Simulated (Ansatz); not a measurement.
# GdSc2F3: what a guessed cell relaxes into

Where does this trial cell of GdSc2F3 go when cell and atoms are let free?

Program: Ansatz 0.2.0. Level of theory: DFT PBE, scalar-relativistic, plane waves, PAW. These are calculated values, not measurements.

### 1 Starting point

The structure is hexagonal, space group P6/mmm (No. 191). Conventional cell: a = 4.180 Å, b = 4.180 Å, c = 7.978 Å, α = 90.00°, β = 90.00°, γ = 120.00°. Gd (site symmetry 6/mmm) is surrounded by 6 F at 2.41 Å. Sc (site symmetry -6m2) is surrounded by 3 F at 2.41 Å and 3 Sc at 2.41 Å. F (site symmetry -6m2) is surrounded by 3 Gd at 2.41 Å and 3 F at 2.41 Å. F (site symmetry 6/mmm) has 6 Sc at 2.41 Å as nearest neighbours.

Structure file:

```cif
data_structure
_symmetry_space_group_name_H-M 'P 1'
_symmetry_Int_Tables_number 1
_cell_length_a 4.1799
_cell_length_b 4.1799
_cell_length_c 7.9776
_cell_angle_alpha 90.000
_cell_angle_beta 90.000
_cell_angle_gamma 120.000
_cell_volume 120.71
loop_
_atom_site_label
_atom_site_type_symbol
_atom_site_fract_x
_atom_site_fract_y
_atom_site_fract_z
_atom_site_occupancy
Gd1 Gd 0.00000 0.00000 0.00000 1
Sc1 Sc 0.33333 0.66667 0.50000 1
Sc2 Sc 0.66667 0.33333 0.50000 1
F1 F 0.33333 0.66667 0.00000 1
F2 F 0.66667 0.33333 0.00000 1
F3 F 0.00000 0.00000 0.50000 1
```

Recipe of the guess: random cell by space group and Wyckoff sites (P6/mmm, No. 191). The dimensions are guesses.

### 2 A first look at the guess

File input.yaml:

```yaml
crystal:
  lattice:
    - [4.17993684, 0.0, 0.0]
    - [-2.08996842, 3.61993149, 0.0]
    - [0.0, 0.0, 7.97760793]
  atoms:
    - { symbol: Gd, position: [0.0, 0.0, 0.0], spin: 7.0 }
    - { symbol: Sc, position: [0.33333333, 0.66666667, 0.5] }
    - { symbol: Sc, position: [0.66666667, 0.33333333, 0.5] }
    - { symbol: F, position: [0.33333333, 0.66666667, 0.0] }
    - { symbol: F, position: [0.66666667, 0.33333333, 0.0] }
    - { symbol: F, position: [0.0, 0.0, 0.5] }
basis:
  ecutwfc: 420
kpoints:
  mp_grid: { grid: [6, 6, 2] }
hamiltonian:
  xc: pbe
scf:
  occupations: { method: gaussian, width: 0.1 }
  lower_state_search: "off"
output:
  forces: true
  stress: true
  eigenvalues: true
  populations: true
magnetization:
  spin_polarized: true
```

Run with:

```
$ ansatz run input.yaml --threads 1 --pin off --max-ram 2560MiB --backend cpu --events-out ev --progress --plain --runs-dir out
```

Further runs follow: a loose first relaxation; another rough relaxation; final relaxation.

Before running it: what results should come out? Wanted: conventional cell; volume; energy over the elements; gap on the mesh; total moment.

As calculated:

```
                                                              quantity                                                                       value
                                symmetry at the end (tolerance 0.05 Å)                                                space group P6/mmm (No. 191)
                                                     conventional cell  a = 6.181 Å, b = 6.181 Å, c = 4.193 Å, α = 90.00°, β = 90.00°, γ = 120.00°
                                                                volume                                                               23.12 Å³/atom
energy over the elements (uncorrected; H, N, O, F and Cl as molecules)                                                               -1.98 eV/atom
                                                       gap on the mesh                                                                none (metal)
                                                          total moment                                                                6.38 μB/cell
```

In words: The space group P6/mmm (No. 191) is kept, and the volume per atom grows by 14.9 % from the first guess. A negative formation energy is needed for stability but isn't enough; other structures and compounds were not set against it here. No finished test with a distortion of lower symmetry is shown, so the end may be a saddle point. The runs treat Gd without spin-orbit coupling. The open f shell has no Hubbard U here, which places its levels poorly. Other magnetic orders were not searched.
